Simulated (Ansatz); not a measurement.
**In4SbAs3: the cell at several levels of theory**

Aim: relax In4SbAs3, ordered on the wurtzite lattice (Cm) with 8 atoms a cell with PBE and r2SCAN and see how far the functionals disagree on the cell. This is a trial cell built on a prototype, not taken from a measured structure, and it needn't be the compound's ground state.

Code: Ansatz 0.2.0. PAW datasets, plane waves, zero pressure. Spin-unpolarised throughout. Whether this structure exists isn't addressed.

### 1 The system as given

The symmetry is Cm (No. 8, monoclinic); conventional cell a = 15.859 Å, b = 4.290 Å, c = 7.430 Å, β = 117.9°, 27.91 Å³ an atom. Around As lie 4 In at 2.63 Å; around In lie 3 As at 2.63 Å and 1 Sb at 2.63 Å; around In lie 4 As at 2.63 Å.

Structure file:

```
As In Sb
1.0
     7.92930   -2.14488    0.00000
     7.92930    2.14488    0.00000
    -3.48113    0.00000    6.56411
As In Sb
3 4 1
Cartesian
  13.5378 0.0000 4.3761
  11.6039 0.0000 0.5470
  7.3491 0.0000 1.0940
  0.0000 0.0000 5.6068
  13.9246 0.0000 1.7778
  9.6699 0.0000 2.3248
  4.2548 0.0000 5.0598
  1.9340 0.0000 3.8291
```

### 2 PBE: cell and atoms

input.yaml reads:

```yaml
crystal:
  lattice:
    - [7.9292984498, -2.1448752809, 0.0]
    - [7.9292984498, 2.1448752809, 0.0]
    - [-3.4811326623, 0.0, 6.5641141849]
  atoms:
    - { symbol: As, position: [1.0, 1.0, 0.6666666667] }
    - { symbol: As, position: [0.75, 0.75, 0.0833333333] }
    - { symbol: In, position: [0.1875, 0.1875, 0.8541666667] }
    - { symbol: In, position: [0.9375, 0.9375, 0.2708333333] }
    - { symbol: As, position: [0.5, 0.5, 0.1666666667] }
    - { symbol: Sb, position: [0.25, 0.25, 0.5833333333] }
    - { symbol: In, position: [0.6875, 0.6875, 0.3541666667] }
    - { symbol: In, position: [0.4375, 0.4375, 0.7708333333] }
kpoints:
  mp_grid: { grid: [6, 6, 4] }
hamiltonian:
  xc: pbe
scf:
  occupations: { method: fermi_dirac, width: 0.02 }
relax:
  f_tol: 0.005
  cell: {}
```

On the command line:

```
$ ansatz run input.yaml --threads 4 --pin off --max-ram 6451MiB --backend cpu --events-out ev --progress --plain --runs-dir out
```

The runs that follow: Relaxation with r2SCAN.

What does the calculation give? Wanted: for each run, a; b; c; β; volume; space group; SCF geometries.

**Answer**, as computed:

```
 level   a (Å)  b (Å)  c (Å)    β (°)  volume (Å³/atom)  space group  SCF geometries
   PBE  16.511  4.449  7.697  117.724            31.276           Cm               8
r2SCAN  16.316  4.392  7.602  117.712            30.139           Cm               6
```

In words: From the start to the first minimum the volume moved by +12.1 %. r2SCAN gives the smallest cell and PBE the largest; they differ by 3.8 % in volume, a mean of 1.2 % in length.
